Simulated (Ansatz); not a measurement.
# WS2: the cost of one run

Method: DFT LDA, scalar-relativistic, plane waves, PAW, in Ansatz 0.2.0.

17 further runs of the same task are left out: 17 set aside as unsound or not needed. Runs told in other sessions of the task aren't counted.

## 1. Starting point

The structure is trigonal, space group P-3m1 (No. 164). The conventional cell has a = 3.126 Å, b = 3.126 Å, c = 23.343 Å, α = 90.00°, β = 90.00°, γ = 120.00°. Around W (site symmetry 3m) lie 6 S at 2.39 Å. Around S (site symmetry 3m) lie 3 W at 2.39 Å.

Coordinates:

```xyz
6
Lattice="3.1264 0.0000 0.0000 -1.5632 2.7076 0.0000 0.0000 0.0000 23.3426" Properties=species:S:1:pos:R:3 pbc="T T T"
W     0.0000    1.8050   14.7123
W     1.5632    0.9025    8.6303
S     0.0000    1.8050    7.0703
S     1.5632    0.9025   13.1495
S     0.0000    1.8050   10.1930
S     1.5632    0.9025   16.2723
```

It goes back to an entry of the Materials Project, which need not be the stable form.

It is the result of an earlier relaxation at this level (volume 32.93 Å³/atom; gap on the mesh: 1.34 eV).

## 2. Plan of the line

The energy is mapped over volume and the cell's shape.

The axes are (1) volume per atom: 7 values from 28.98 to 36.88 Å³; (2) c/a of the conventional cell: 7 values from 6.618 to 8.423.

Nothing else is relaxed (fractional coordinates fixed). Energies count from the relaxed crystal. Points are written as (first, second).

## 3. Grid point (28.98 Å³, 6.618)

Input file input.yaml:

```yaml
crystal:
  lattice:
    - [3.1188552919, 0.0, 0.0]
    - [-1.559427646, 2.7010079135, 0.0]
    - [0.0, 0.0, 20.6408962075]
  atoms:
    - { symbol: W, position: [0.3333333333, 0.6666666667, 0.630275736] }
    - { symbol: W, position: [0.6666666667, 0.3333333333, 0.369724264] }
    - { symbol: S, position: [0.3333333333, 0.6666666667, 0.3028928957] }
    - { symbol: S, position: [0.6666666667, 0.3333333333, 0.5633280735] }
    - { symbol: S, position: [0.3333333333, 0.6666666667, 0.4366719265] }
    - { symbol: S, position: [0.6666666667, 0.3333333333, 0.6971071043] }
basis:
  ecutwfc: 420
kpoints:
  mp_grid: { grid: [12, 12, 2] }
hamiltonian:
  xc: lda
  pseudopotentials: { kind: paw, azcp: { folder: soft_1 } }
scf:
  occupations: { method: gaussian, width: 0.05 }
output:
  forces: true
  stress: true
  eigenvalues: true
```

The run is started by

```console
$ ansatz run input.yaml --threads 2 --pin off --max-ram 4096MiB --backend cpu --events-out ev --progress --plain --runs-dir out
```

Q: Estimate wall time and peak memory on 2 threads of Arm Neoverse N1, shared host.

About 13 s, with a peak of 0.47 GiB.
